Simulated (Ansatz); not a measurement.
Crystal: HfB.

```
Hf B
1.0
     0.00000    2.31000    2.31000
     2.31000    0.00000    2.31000
     2.31000    2.31000    0.00000
Hf B
1 1
Direct
  0.50000 0.50000 0.50000
  0.00000 0.00000 0.00000
```

```yaml
Program: Ansatz 0.2.0
Task: relaxation of cell and atoms
Functional: PBEsol0
Potentials_or_basis: Ansatz PAW
Cutoff: "420 eV (not typed: the program's choice for these potentials)"
k_mesh: 5 × 5 × 5
Occupations: fermi-dirac, width 0.05 eV
Spin: no spin polarisation
```

At the start: volume 12.33 Å³/atom.

Task: Where does the relaxation end?

Result: It ends after 7 steps and the volume is 13.81 Å³/atom (+12.0 %); space group Fm-3m (No. 225, to 0.05 Å).

Step by step:
```tsv
step	energy change (eV)	largest force (eV/Å)	volume (Å³)
1	0.0000	0.0000	24.65
2	-0.2022	0.0000	28.44
3	-0.2167	0.0000	27.72
4	-0.2171	0.0000	27.60
5	-0.2210	0.0000	27.60
6	-0.2209	0.0000	27.62
7	-0.2209	0.0000	27.62
```

Final structure:
```xyz
2
Lattice="0.0000 2.3992 2.3992 2.3992 0.0000 2.3992 2.3992 2.3992 0.0000" Properties=species:S:1:pos:R:3 pbc="T T T"
Hf    2.3992    2.3992    2.3992
B     0.0000    0.0000    0.0000
```

Caveat: the k mesh is coarse (spacing up to 0.47 Å⁻¹), so the values aren't converged, least of all with exact exchange; the plane-wave basis is chosen anew once the cell has moved, so the energies of steps on either side of that aren't comparable; the volume moved by +12 % from the deposited cell, more than functionals usually miss; the PAW data sets come from PBE, with cores solved anew for the run's functional, which leaves a small shift of forces and pressure.
